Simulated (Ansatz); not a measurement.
# InPH6 (SMILES [PH3+][InH3-]): levels of theory compared

Aim: a comparison of 6 runs (HF/3-21G, HF/def2-SVP, B2PLYP/def2-SVP, BHLYP/def2-SVP, BLYP/def2-SVP, MP2/def2-SVP) of InPH6. 

The calculation is run with Ansatz 0.2.0.

50 further runs of the same task are left out: 3 that didn't finish, 47 set aside as unsound or not needed.

## (1) Starting point

InPH6: 8 atoms, total charge 0, spin state singlet. SMILES: `[PH3+][InH3-]`. The In2–H8 distance was set to 2.597 Å, away from the relaxed value. At this shape a bond of the SMILES string is far longer than usual.

Bond lengths: P1–In2 2.782 Å, P1–H3 1.411 Å, P1–H4 1.411 Å, P1–H5 1.411 Å, In2–H6 1.731 Å, In2–H7 1.731 Å. Angles: P1–In2–H6 95.3°, P1–In2–H7 95.1°, In2–P1–H3 119.8°, In2–P1–H4 119.6°, In2–P1–H5 119.7°, H6–In2–H7 119.2°, H3–P1–H4 97.6°, H3–P1–H5 97.6°, H4–P1–H5 97.6°.

## (2) The energy at HF/3-21G (run 1)

Input file molecule.yaml:

```yaml
crystal:
  periodic: [false, false, false]
  atoms:
    - symbol: P
      position_ang: [-0.335995, 0.867066, -1.216104]
    - symbol: In
      position_ang: [1.079305, 0.704566, 1.173296]
    - symbol: H
      position_ang: [-1.740195, 0.727266, -1.211304]
    - symbol: H
      position_ang: [-0.061595, -0.051234, -2.251604]
    - symbol: H
      position_ang: [-0.269495, 2.044966, -1.990304]
    - symbol: H
      position_ang: [0.280605, 2.045266, 1.922396]
    - symbol: H
      position_ang: [2.633405, 0.945166, 0.449396]
    - symbol: H
      position_ang: [0.307400, -1.708800, 1.741800]
basis:
  gaussian: {orbitals: 3-21G-spherical.json}
hamiltonian: {xc: hf}
accuracy: high
output: {orbitals: {seedname: orbitals}}
```

The basis set 3-21G is read from a file made from the Basis Set Exchange's data (not shown).

Run with:

```
ansatz run molecule.yaml --threads 1 --pin off --max-ram 3480MiB --events-out events.jsonl --progress --plain --runs-dir runs
```

Log:

```text
Warning: RAYON_NUM_THREADS=1 ignored (pool sized by the plan → 1); use --threads N
Functional definition: HF
  name "HF"
  exchange = exact_x
  correlation = 0
1187 factors; integrals over basis functions are off by at most 5.6e-9 eV
mean field evaluation 1: about -164820.4796 eV, gradient 1.2e1 eV
mean field evaluation 2: about -164820.5086 eV, gradient 1.2e1 eV
mean field evaluation 4: about -164821.4072 eV, gradient 6.6e-1 eV
mean field evaluation 8: about -164821.4100 eV, gradient 3.3e-4 eV
mean field -164821.41003937 eV, -6057.0750989826 hartree, gradient 1.2e-8 eV, S^2 0.000000; 0 other end points of the search recorded, 0 dependent functions left out
reference -164821.41003937 eV, -6057.0750989826 hartree; 35, 35 occupied and 21, 21 virtual orbitals, 1187 factors
Total energy: -164821.41003937 eV, -6057.0750989826 hartree
```

Run time: 1.1 s. Hardware: 1 thread of Intel Xeon Platinum 8488C (Sapphire Rapids), shared host; peak memory 0.16 GiB.

## (3) A single-point energy at HF/def2-SVP (core potential) (run 2)

Input file molecule.yaml:

```yaml
crystal:
  periodic: [false, false, false]
  atoms:
    - {symbol: P, position_ang: [-0.335995, 0.867066, -1.216104]}
    - {symbol: In, position_ang: [1.079305, 0.704566, 1.173296]}
    - {symbol: H, position_ang: [-1.740195, 0.727266, -1.211304]}
    - {symbol: H, position_ang: [-0.061595, -0.051234, -2.251604]}
    - {symbol: H, position_ang: [-0.269495, 2.044966, -1.990304]}
    - {symbol: H, position_ang: [0.280605, 2.045266, 1.922396]}
    - {symbol: H, position_ang: [2.633405, 0.945166, 0.449396]}
    - {symbol: H, position_ang: [0.307400, -1.708800, 1.741800]}
basis:
  gaussian:
    orbitals: def2-SVP
output: {orbitals: {seedname: orbitals}}
hamiltonian:
  xc: hf
accuracy: high
```

Run with:

```
ansatz run molecule.yaml --threads 1 --pin off --max-ram 3480MiB --events-out events.jsonl --progress --plain --runs-dir runs
```

Log:

```text
Warning: RAYON_NUM_THREADS=1 ignored (pool sized by the plan → 1); use --threads N
[... 4 set-up lines as earlier in the session ...]
1754 factors; integrals over basis functions are off by at most 3.6e-9 eV
mean field evaluation 1: about -14508.2488 eV, gradient 1.4e1 eV
mean field evaluation 2: about -14508.3009 eV, gradient 1.4e1 eV
mean field evaluation 4: about -14509.5023 eV, gradient 1.3e0 eV
mean field evaluation 8: about -14509.5103 eV, gradient 8.5e-4 eV
mean field -14509.51026796 eV, -533.2146674484 hartree, gradient 2.8e-8 eV, S^2 0.000000; 0 other end points of the search recorded, 0 dependent functions left out
reference -14509.51026796 eV, -533.2146674484 hartree; 21, 21 occupied and 53, 53 virtual orbitals, 1754 factors
Total energy: -14509.51026796 eV, -533.2146674484 hartree
```

It took 1.9 s on 1 thread of Intel Xeon Platinum 8488C (Sapphire Rapids), shared host; peak memory 0.2 GiB.

Runs 3 to 5 aren't shown in full; the table further down has their settings and results.

## (4) A single-point energy at MP2/def2-SVP (core potential) (run 6)

Input file job.yaml:

```yaml
crystal:
  periodic: [false, false, false]
  atoms:
    - {symbol: P, position_ang: [-0.335995, 0.867066, -1.216104]}
    - {symbol: In, position_ang: [1.079305, 0.704566, 1.173296]}
    - {symbol: H, position_ang: [-1.740195, 0.727266, -1.211304]}
    - {symbol: H, position_ang: [-0.061595, -0.051234, -2.251604]}
    - {symbol: H, position_ang: [-0.269495, 2.044966, -1.990304]}
    - {symbol: H, position_ang: [0.280605, 2.045266, 1.922396]}
    - {symbol: H, position_ang: [2.633405, 0.945166, 0.449396]}
    - {symbol: H, position_ang: [0.307400, -1.708800, 1.741800]}
basis:
  gaussian:
    orbitals: def2-SVP
accuracy: high
correlation:
  method: mp2
  frozen_orbitals: {H: 0, In: 4, P: 5}
```

Run with:

```
ansatz run job.yaml --threads 1 --pin off --max-ram 3480MiB --events-out events.jsonl --progress --plain --runs-dir runs
```

Log:

```text
Warning: RAYON_NUM_THREADS=1 ignored (pool sized by the plan → 1); use --threads N
[... 4 set-up lines as earlier in the session ...]
1754 factors; integrals over basis functions are off by at most 3.6e-9 eV
mean field evaluation 1: about -14508.2488 eV, gradient 1.4e1 eV
mean field evaluation 2: about -14508.3009 eV, gradient 1.4e1 eV
mean field evaluation 4: about -14509.5023 eV, gradient 1.3e0 eV
mean field evaluation 8: about -14509.5103 eV, gradient 8.5e-4 eV
mean field -14509.51026796 eV, -533.2146674484 hartree, gradient 2.8e-8 eV, S^2 0.000000; 0 other end points of the search recorded, 0 dependent functions left out; unrestricted orbitals would lower it
mean field evaluation 16: about -14509.5779 eV, gradient 2.4e-1 eV
9 core orbitals not correlated: weight in the atoms' cores, before any rotation towards them, 1.000 or more for the frozen orbitals, at most 0.000 for the correlated occupied ones
reference -14509.51026796 eV, -533.2146674484 hartree; 12, 12 occupied and 53, 53 virtual orbitals, 1754 factors
second order -6.54713632 eV of doubles, -0.00000000 eV of singles
Total energy: -14516.05740428 eV, -533.4552702702 hartree
```

Wall time 2.2 s (1 thread of Intel Xeon Platinum 8488C (Sapphire Rapids), shared host); peak memory 0.21 GiB.

## (5) Overview of the runs

```
run                             level  core potential  frozen core orbitals   energy (Eh)  HOMO energy (eV)  LUMO energy (eV)  HOMO–LUMO gap (eV)  wall time
  1                          HF/3-21G            none                     –  -6057.075099             -8.36              2.05               10.41      1.1 s
  2      HF/def2-SVP (core potential)        def2-SVP                     –   -533.214667             -8.43              1.83               10.25      1.9 s
  3  B2PLYP/def2-SVP (core potential)        def2-SVP                     9   -534.438862             -7.01             -0.03                6.98      6.9 s
  4   BHLYP/def2-SVP (core potential)        def2-SVP                     –   -534.776467             -7.08             -0.32                6.76      6.3 s
  5    BLYP/def2-SVP (core potential)        def2-SVP                     –   -534.802810             -5.15             -1.90                3.26      4.8 s
  6     MP2/def2-SVP (core potential)        def2-SVP                     9   -533.455270                 –                 –                   –      2.2 s
```

## (6) Results

| quantity | value |
| --- | --- |
| run 6: total energy | -533.45527 Eh |
| run 6: correlation energy (9 core orbitals frozen) | -240.6 mEh |

**Reading.** Over runs 1, 2, 3, 4, 5 the HOMO–LUMO gap runs from 3.26 eV (BLYP/def2-SVP) to 10.41 eV (HF/3-21G). The two ends differ in method and basis and core potential. Totals of different functionals can't be ranked against each other. Some runs of one species differ in core potentials or relativity; totals across that change don't compare. In run 6 the log says that unrestricted orbitals would lower the reference, so the values rest on an unstable closed-shell determinant (other closed-shell runs at this shape may share the fault). In run 1 relativity is left out where basis or elements ask for it. All runs together took 23 s, the longest 6.9 s.
